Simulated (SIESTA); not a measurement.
## As2Se in SIESTA: the effect of strain zz

Crystal: As2Se.

```
CELL_PARAMETERS angstrom
-3.52942 3.52942 2.54743
3.52942 -3.52942 2.54743
3.52942 3.52942 -2.54743
ATOMIC_POSITIONS crystal
Se 0.25000 0.75000 0.50000
Se 0.50000 0.50000 0.00000
As 0.87500 0.12500 0.25000
As 0.87500 0.62500 0.75000
As 0.37500 0.12500 0.25000
As 0.87500 0.12500 0.75000
```

The cell comes from a database or a generator and needn't be the stable form of this composition.

The cell isn't the ideal one: cell strained along z.

Alike in all runs:

| Quantity | Value |
| --- | --- |
| Program | SIESTA 5.4.2 |
| Task | band structure |
| Functional | PBEsol |
| Potentials or basis | PseudoDojo 0.4 standard (PBEsol files) |
| Basis | DZP (energy shift 0.003 Ry; two zetas on semicore shells) |
| Grid cutoff | 500 Ry |
| Energy shift | 0.003 Ry |
| k mesh | 6 × 6 × 6 |
| Occupations | fermi-dirac, width 0.05 eV |
| Spin | no spin polarisation |

```tsv
strain zz	pressure (GPa)
-0.04	3.0
-0.02	1.0
0	-0.9
0.02	?
0.04	-4.2
```

**Question.** What does the run with strain zz 0.02 give?

**Answer.** Pressure -2.6 GPa.

Worked out: A parabola through the other rows of the pressure, of slope -82.8 GPa per unit of strain zz there, gives -2.6 GPa, against the run's -2.6.

Caveats: the basis of atomic orbitals isn't converged, which shifts pressures, moduli and gaps.
